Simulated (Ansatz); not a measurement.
# SnTe2: the cost of one run

Method: plane waves, PAW, in Ansatz 0.2.0.

2 further runs of the same task are left out: 2 that didn't finish. Runs told in other sessions of the task aren't counted.

**1. Starting point**

It takes space group R-3m (No. 166, trigonal). Conventional cell: a = 4.177 Å, b = 4.177 Å, c = 18.873 Å, α = 90.00°, β = 90.00°, γ = 120.00°. Sn (site symmetry -3m) has 6 Te at 2.97 Å in its first shell of neighbours. Around Te (site symmetry 3m) lie 3 Sn at 2.97 Å.

Structure file:

```xyz
3
Lattice="2.0883 1.2057 6.2910 -2.0883 1.2057 6.2910 0.0000 -2.4114 6.2910" Properties=species:S:1:pos:R:3 pbc="T T T"
Sn    0.0000    0.0000    0.0000
Te    0.0000    0.0000    4.5553
Te    0.0000    0.0000   14.3176
```

Cell and atoms come from an earlier r2SCAN+rVV10 relaxation. No run includes spin-orbit coupling, which matters for Sn, Te.

**2. PBE, anion s p, 6×6×6**

input.yaml

```yaml
crystal:
  lattice:
    - [2.0883103871, 1.2056865642, 6.2909642669]
    - [-2.0883103871, 1.2056865642, 6.2909642669]
    - [0.0, -2.4113731283, 6.2909642669]
  atoms:
    - { symbol: Sn, position: [0.0, 0.0, 0.0] }
    - { symbol: Te, position: [0.2413664389, 0.2413664389, 0.2413664389] }
    - { symbol: Te, position: [0.7586335611, 0.7586335611, 0.7586335611] }
kpoints:
  mp_grid: { grid: [6, 6, 6] }
  band_path:
    path:
      - [[0.0, 0.0, 0.0], [0.5, 0.5, 0.5], [0.8088459067591, 0.1911540932409, 0.5]]
      - [[0.5, -0.1911540932409, 0.1911540932409], [0.5, 6.51908767988e-17, 2.985138033809e-17], [0.0, 0.0, 0.0], [0.3455770466204, -0.3455770466204, -1.865931159391e-18]]
      - [[0.6544229533796, 4.460364511555e-17, 0.3455770466204], [0.5, 4.460364511555e-17, 0.5], [0.0, 0.0, 0.0]]
    npoints: 10
hamiltonian:
  xc: pbe
scf:
  occupations: { method: fermi_dirac, width: 0.02 }
  n_extra_bands: 6
output:
  forces: false
  stress: false
  eigenvalues: true
  wannier:
    kmesh: [6, 6, 6]
    projections: [{ species: Te, l: s, shell: 5 }, { species: Te, l: p, shell: 5 }]
    minimise: true
    write_hr: true
    conv_tol: 1.0e-08
    max_iter: 3000
  write_density: true
  write_potential: true
  elf: true
  volumetric_format: npy
```

The run is started by

```
$ ansatz run input.yaml --threads 4 --pin off --max-ram 3686MiB --backend cpu --events-out ev --progress --plain --runs-dir out
```

Q: Estimate wall time and peak memory on 4 threads of Arm Neoverse V2, shared host.

About 8.5 s, with a peak of 0.56 GiB.
